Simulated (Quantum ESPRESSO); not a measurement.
The system is Si2Te.

```
Si Te
1.0
     4.17046    0.00000    0.00000
    -2.08523    3.61173    0.00000
     0.00000    0.00000    4.26325
Si Te
2 1
Cartesian
  0.0000 2.4078 2.1316
  2.0853 1.2039 2.1316
  0.0000 0.0000 0.0000
```

The cell was built by a generator and needn't be a form met in nature.

- Program: Quantum ESPRESSO 7.5
- Task: phonon dispersion
- Functional: PBE
- Potentials or basis: GBRV 1.5 PBE
- Cutoff: 612 eV
- Density cutoff: 4898 eV
- k mesh: 4 × 4 × 4, shifted
- Occupations: fermi-dirac, width 0.05 eV
- Spin: no spin polarisation
- Mixing beta: 0.5
- Most SCF iterations: 120
- SCF threshold: 6e-10 Ry
- q mesh: 2 × 2 × 2

The cell and the atoms were relaxed first, to 21.29 Å³/atom (a = 4.223 Å, b = 4.223 Å, c = 4.136 Å, α = 90.00°, β = 90.00°, γ = 119.99°), and the response was taken there.

```
Si Te
1.0
     4.22271    0.00036    0.00000
    -2.11104    3.65728    0.00000
     0.00000    0.00000    4.13604
Si Te
2 1
Direct
  0.33332 0.66669 0.50000
  0.66668 0.33331 0.50000
  0.00000 0.00000 0.00000
```

Q: Is this structure dynamically stable at this level, and how far does the spectrum reach?

A: No: the interpolated spectrum has imaginary modes, down to 177i cm⁻¹ near q = (0.25, 0.25, 0.00). The highest frequency is 380 cm⁻¹.

Phonon frequencies at the corners of the path (cm⁻¹, interpolated; i marks imaginary ones):
| point | frequencies |
| --- | --- |
| Γ | 137i 0 0 0 53 53 97 379 380 |
| X | 143i 16 33 65 69 98 195 232 334 |
| S | 85i 66i 42 67 81 92 164 241 344 |
| R | 92i 58i 48i 35i 34 88 124 216 373 |
| A | 127i 103i 49i 21i 21i 89 219 220 336 |
| Z | 147i 81i 81i 55i 55i 95 172 357 357 |
| Y | 85i 66i 41 67 81 92 164 238 343 |
| X1 | 143i 16 33 65 69 98 195 232 334 |
| A1 | 127i 103i 49i 21i 21i 89 219 220 336 |
| T | 92i 58i 48i 36i 34 88 124 216 373 |

Phonon states per cell in windows of 50 cm⁻¹ (negative: imaginary):
```csv
from (cm⁻¹),total,Si,Te
-200,0.02,0.02,0.00
-150,0.73,0.73,0.00
-100,1.39,1.05,0.34
-50,0.88,0.37,0.51
0,1.00,0.25,0.75
50,1.97,0.64,1.33
100,0.56,0.49,0.07
150,0.44,0.44,0.00
200,0.17,0.17,0.00
250,0.50,0.50,0.00
300,0.89,0.89,0.00
350,0.45,0.45,0.00
```

A q mesh this small can miss soft modes between its points.

Caveat: the k mesh is coarse (spacing up to 0.43 Å⁻¹), so the values aren't converged; the mesh is thin for the phonons of a metal; some modes are imaginary; the layers were relaxed without a dispersion term, so their spacing and the soft interlayer modes are unreliable; the q mesh is small, so phonon branches between its points and thermal values are rough.
